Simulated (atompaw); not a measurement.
**Pseudopotential generation for Si: PAW (atompaw), PBE**

Do these settings give a usable potential? It is generated, then checked for scattering, ghosts and hardness.

The numbers are computed with atompaw 4.2.0.5 (PBE, scalar-relativistic, spin-unpolarised reference atom).

### Step 1. Settings

The settings as typed:

```
element                 : silicon (Si, Z = 14)
type                    : PAW
frozen core             : [Ne]
valence charge          : 4
reference configuration : 3s1.5 3p2.5
partial waves           : 3s (bound): rc 2.06 bohr; 3s channel at -0.05 Ry: rc 2.06 bohr; 3p (bound): rc 2.06 bohr; 3p channel at 3.6 Ry: rc 1.90 bohr; 3d channel at 0.3 Ry: rc 2.06 bohr; 3d channel at 1.7 Ry: rc 2.06 bohr
local potential         : ultrasoft scheme with l = 3 at 0 Ry, radius 1.94 bohr
core correction         : smooth core density matched at 1.78 bohr
augmentation charge     : gaussian compensation charge, radius 2.00 bohr; PAW radius 2.06 bohr; waves and projectors: custom polynom vanderbiltortho
```

The nodes and maxima of the atom's own shells, from an earlier all-electron run, set the scale for the radii.

All-electron outer shells of the reference configuration (PBE, scalar-relativistic, ld1.x):

```
shell  level (eV)  outermost node (bohr)  outermost maximum (bohr)
   2s     -140.34                   0.15                      0.45
   2p      -96.40                      –                      0.39
   3s      -11.20                   0.72                      1.77
   3p       -4.38                   0.72                      2.14
```

### Step 2. Generation

The input, Si.input:

```
Si 14
GGA-PBE scalarrelativistic loggrid 1500 logderivrange -3 5 201
3 3 0 0 0 0
3 0 1.5
3 1 2.5
0 0 0
c
c
v
c
v
2
2.06 2.00 1.94 1.78
y
-0.05
n
y
3.6
n
y
0.3
y
1.7
n
custom polynom vanderbiltortho gaussian
3 0 ultrasoft
2.06
2.06
2.06
1.90
2.06
2.06
PWSCFOUT
UPFDX 0.0125d0 UPFXMIN -7.d0 UPFZMESH 14.d0
END
```

Run with:

```console
$ atompaw < Si.input > Si.log
```

Q: Predict the outcome of this session. Wanted: cutoffs for 10 and 1 mRy, occupied levels; bound ghosts; largest phase difference near zero energy, channels read; lowest eigenvalue of the overlap; share of valence orbitals outside the PAW sphere; UPF file.

The runs gave:

```
                                                quantity             value
               cutoffs for 10 and 1 mRy, occupied levels    8 Ry and 12 Ry
                                            bound ghosts        none found
largest phase difference near zero energy, channels read         0.000 rad
         lowest eigenvalue of the overlap (Bessel basis)         0.220 (s)
        share of valence orbitals outside the PAW sphere  3s 48 %, 3p 68 %
                                                UPF file       not written
```

The potential is soft on the atom: the looser tolerance needs 8 Ry. The slowest occupied level is 3s: taken alone it needs 12 Ry to come within 1 mRy, against 8 Ry for 3p. It is free of bound ghosts as far as tested. Near zero energy the phases of the channels with partial waves agree within 0.001 rad. The pseudo core plus compensation charge is negative at some radii, so no UPF file was written. These are tests on the free atom; a crystal test is still owed.
